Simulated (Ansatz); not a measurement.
# Al: the cost of one run

Program: Ansatz 0.2.0. Level of theory: DFT LDA, scalar-relativistic, plane waves, PAW. These are calculated values, not measurements.

### 1 Starting point

Symmetry: Fm-3m, No. 225, cubic system. The conventional cell has a = 4.040 Å, b = 4.040 Å, c = 4.040 Å, α = 90.00°, β = 90.00°, γ = 90.00°. Around Al (site symmetry m-3m) lie 12 Al at 2.86 Å.

Coordinates:

```cif
data_structure
_symmetry_space_group_name_H-M 'Fm-3m'
_symmetry_Int_Tables_number 225
_cell_length_a 4.0400
_cell_length_b 4.0400
_cell_length_c 4.0400
_cell_angle_alpha 90.000
_cell_angle_beta 90.000
_cell_angle_gamma 90.000
_cell_volume 65.94
loop_
_atom_site_label
_atom_site_type_symbol
_atom_site_symmetry_multiplicity
_atom_site_Wyckoff_symbol
_atom_site_fract_x
_atom_site_fract_y
_atom_site_fract_z
_atom_site_occupancy
Al1 Al 4 a 0.00000 0.00000 0.00000 1
```

### 2 Relaxing cell and atoms: Al, no spin

input.yaml

```yaml
crystal:
  lattice:
    - [0.0, 2.02, 2.02]
    - [2.02, 0.0, 2.02]
    - [2.02, 2.02, 0.0]
  atoms:
    - { symbol: Al, position: [0.0, 0.0, 0.0] }
scf:
  occupations: { method: methfessel_paxton, width: 0.1 }
output:
  forces: true
  stress: true
  eigenvalues: true
hamiltonian:
  xc: lda
kpoints:
  mp_grid: { grid: [24, 24, 24] }
relax:
  f_tol: 0.005
  adjacent_minimum: "off"
  cell: { stress_tol: 0.02 }
```

On the command line:

```console
> ansatz run input.yaml --threads 8 --pin off --max-ram 20480MiB --backend cpu --events-out ev --progress --plain --runs-dir out
```

Q: Estimate wall time and peak memory on 8 threads of Intel Xeon 6975P-C (Granite Rapids), shared host.

About 2.6 s, with a peak of 0.39 GiB.
